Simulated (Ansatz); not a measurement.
# Mg3ZnC (Pm-3m) in Ansatz: a run that goes wrong, beside a sound one

A flawed run on Mg3ZnC and a sound one for comparison.

Program: Ansatz 0.2.0. These are calculated values, not measurements. Logs are shortened: lines on timing, memory, paths and dates and some standing lists are left out, and cuts for length are marked.

### 1 The structure

Symmetry: Pm-3m, No. 221, cubic system. The conventional cell has a = 4.407 Å, b = 4.407 Å, c = 4.407 Å, α = 90.00°, β = 90.00°, γ = 90.00°. Zn (site symmetry m-3m) has 12 Mg at 3.12 Å as nearest neighbours. Mg (site symmetry 4/mmm) is surrounded by 2 C at 2.20 Å. C (site symmetry m-3m) is surrounded by 6 Mg at 2.20 Å.

The cell comes from a database or a generator and needn't be the stable form of this composition.

### 2 A run with an altered input

Input file input.yaml:

```yaml
crystal:
  lattice:
    - [4.406931, 0.0, 0.0]
    - [0.0, 4.406931, 0.0]
    - [0.0, 0.0, 4.406931]
  atoms:
    - { symbol: Zn, position: [0.0, 0.0, 0.0] }
    - { symbol: Mg, position: [0.5, 0.0, 0.5] }
    - { symbol: Mg, position: [0.5, 0.5, 0.0] }
    - { symbol: Mg, position: [0.0, 0.5, 0.5] }
    - { symbol: C, position: [0.5, 0.5, 0.5] }
hamiltonian:
  xc: lda
  pseudopotentials: { kind: paw }
kpoints:
  mp_grid: { grid: [6, 6, 6] }
scf:
  n_extra_bands: 12
  max_iter: 75
output:
  forces: true
  stress: true
  eigenvalues: true
  dos: { projected: true, de: 0.05, nscf_kmesh: { grid: [9, 9, 9] } }
```

Potentials or basis: Ansatz PAW.

Started as:

```console
ansatz run input.yaml --threads 2 --pin off --max-ram 5632MiB --backend cpu --events-out ev --progress --plain --runs-dir out
```

Log:

```text
Error: YAML parse error: `scf.occupations.method` is required: fixed only where the cell keeps a band gap throughout the run, explicit beside scf.occupations.values (under evaluate: without them), else a smearing such as fermi_dirac (scf.occupations.width is optional; its entry in the input reference gives the default)
```

It took 0.02 s on 2 threads of Arm Neoverse V2, shared host; peak memory 0.023 GiB.

The program refused the input. The fault, put in on purpose: no occupation method (scf.occupations = left out).

### 3 Projected density of states, LDA

Edit input.yaml of step 2 so:

```diff
@@ -17,4 +17,4 @@
 scf:
+  occupations: { method: fermi_dirac, width: 0.05 }
   n_extra_bands: 12
-  max_iter: 75
 output:
@@ -24 +24,5 @@
   dos: { projected: true, de: 0.05, nscf_kmesh: { grid: [9, 9, 9] } }
+  write_density: true
+  write_potential: true
+  elf: true
+  volumetric_format: npy
```

Potentials or basis: Ansatz PAW.

Started as:

```console
ansatz run input.yaml --threads 2 --pin off --max-ram 5632MiB --backend cpu --events-out ev --progress --plain --runs-dir out
```

It took 3.2 s on 2 threads of Arm Neoverse V2, shared host; peak memory 0.36 GiB.

The run converged. Its results:

```yaml
Free_energy: -9193.0605 eV
Pressure: -4.3 GPa
Band_gap_on_the_k_mesh: none (metal or under the smearing width)
Density_of_states_at_the_Fermi_level: 1.97 states/eV per cell
```

Levels at points of the mesh, in eV from the Fermi level:
```csv
k point,band 21,band 22,band 23,band 24,band 25,band 26
"(0.00, 0.00, 0.00)",-2.66,-2.66,1.61,1.61,2.64,2.64
"(0.00, 0.00, -0.50)",-2.17,-2.03,-1.12,1.32,1.32,3.02
"(0.00, -0.50, -0.50)",-4.41,-1.98,0.91,0.91,2.05,2.77
"(-0.50, -0.50, -0.50)",-3.41,-3.18,-1.74,-1.74,-1.74,4.87
```

States per cell in windows of 1 eV (zero at the Fermi level; states under -8 eV left out):
```csv
from (eV),total,Zn 3d,C 2p,Mg 3s,Zn 4s,C 2s
-8.0,10.00,9.92,0.02,0.03,0.01,0.01
-7.0,0.09,0.00,0.02,0.03,0.04,0.00
-6.0,1.60,0.02,0.26,0.44,0.73,0.12
-5.0,0.70,0.00,0.25,0.28,0.12,0.01
-4.0,2.12,0.01,1.01,0.67,0.21,0.06
-3.0,2.72,0.01,1.84,0.29,0.33,0.03
-2.0,0.99,0.00,0.51,0.07,0.18,0.02
-1.0,1.85,0.00,0.43,0.34,0.07,0.10
0.0,1.79,0.00,0.43,0.29,0.05,0.03
1.0,1.99,0.00,0.27,0.34,0.04,0.02
2.0,0.52,0.00,0.03,0.18,0.01,0.02
3.0,1.69,0.00,0.12,0.73,0.01,0.05
4.0,3.58,0.00,0.34,0.89,0.05,0.02
5.0,1.80,0.00,0.05,0.17,0.04,0.01
6.0,1.90,0.00,0.04,0.14,0.04,0.01
7.0,2.66,0.00,0.05,0.14,0.03,0.01
```

Caveat: the PAW data sets come from PBE, with cores solved anew for the run's functional, which leaves a small shift of forces and pressure; the density of states is complete only up to the lowest level of the last band computed.
